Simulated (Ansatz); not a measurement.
What does this script print? It uses Ansatz's Python interface.

Script `scan.py`:
```python
"""Potential curve of FGeH3O along one bond."""

import ansatz as az
import numpy as np

GEOMETRY = """
O    -1.12440   -0.67320   -0.53090
Ge    0.33670    0.00240    0.16960
F     1.28230   -1.33060    0.74380
H    -1.58640    0.18890   -0.85020
H     1.13460    0.77990   -0.92620
H    -0.00070    0.96850    1.34770
"""

system = az.Crystal.molecule()
for line in GEOMETRY.strip().splitlines():
    symbol, *xyz = line.split()
    system = system.atom(symbol, [float(v) for v in xyz])

symbols = [site.symbol for site in system.cartesian_sites]
start = np.array([site.position_ang for site in system.cartesian_sites])
axis = (start[0] - start[1]) / np.linalg.norm(start[0] - start[1])
moving = [0, 3]
lengths, energies = [1.545, 1.615, 1.685, 1.756, 1.826, 1.896, 1.966, 2.072], []
for length in lengths:
    xyz = start.copy()
    xyz[moving] += (length - np.linalg.norm(start[0] - start[1])) * axis
    point = az.Crystal.molecule()
    for symbol, place in zip(symbols, xyz):
        point = point.atom(symbol, place.tolist())
    calc = point.calculation().basis(gaussian="def2-SVP").functional("r2scan0")
    rep = calc.run(threads=1).report
    energies.append(rep["free_energy_ev"])
    print(f"r = {length:6.3f} A  E = {energies[-1]:.5f} eV  <S^2> = {abs(rep['mean_field']['state']['spin_squared']):.3f}")

# quartic fit about the minimum
fit = np.polynomial.Polynomial.fit(lengths, np.array(energies) - min(energies), 4).convert()
roots = [r.real for r in fit.deriv().roots() if abs(r.imag) < 1e-9 and fit.deriv(2)(r.real) > 0]
r_e = min(roots, key=lambda r: abs(r - lengths[int(np.argmin(energies))]))
print(f"minimum of the fit at {r_e:.4f} A, force constant {fit.deriv(2)(r_e):.2f} eV/A^2")
```

```console
$ python scan.py
r =  1.545 A  E = -61316.50338 eV  <S^2> = 0.000
r =  1.615 A  E = -61317.13267 eV  <S^2> = 0.000
r =  1.685 A  E = -61317.46023 eV  <S^2> = 0.000
r =  1.756 A  E = -61317.57490 eV  <S^2> = 0.000
r =  1.826 A  E = -61317.53775 eV  <S^2> = 0.000
r =  1.896 A  E = -61317.39733 eV  <S^2> = 0.000
r =  1.966 A  E = -61317.18656 eV  <S^2> = 0.000
r =  2.072 A  E = -61316.78483 eV  <S^2> = 0.000
minimum of the fit at 1.7689 A, force constant 28.46 eV/A^2
```

Total energies depend on the basis set; only differences at equal settings carry meaning. The rest of the molecule is held rigid at a force-field or estimated start geometry, and the basis set is modest; single-reference methods fail as a bond breaks. The orbitals are restricted, so S² is zero by construction. The whole script took 26 s on 1 thread of Arm Neoverse V2, with other jobs on the host, peak memory 0.22 GiB.

(Lines on the test bed's own set-up are left out of the output.)
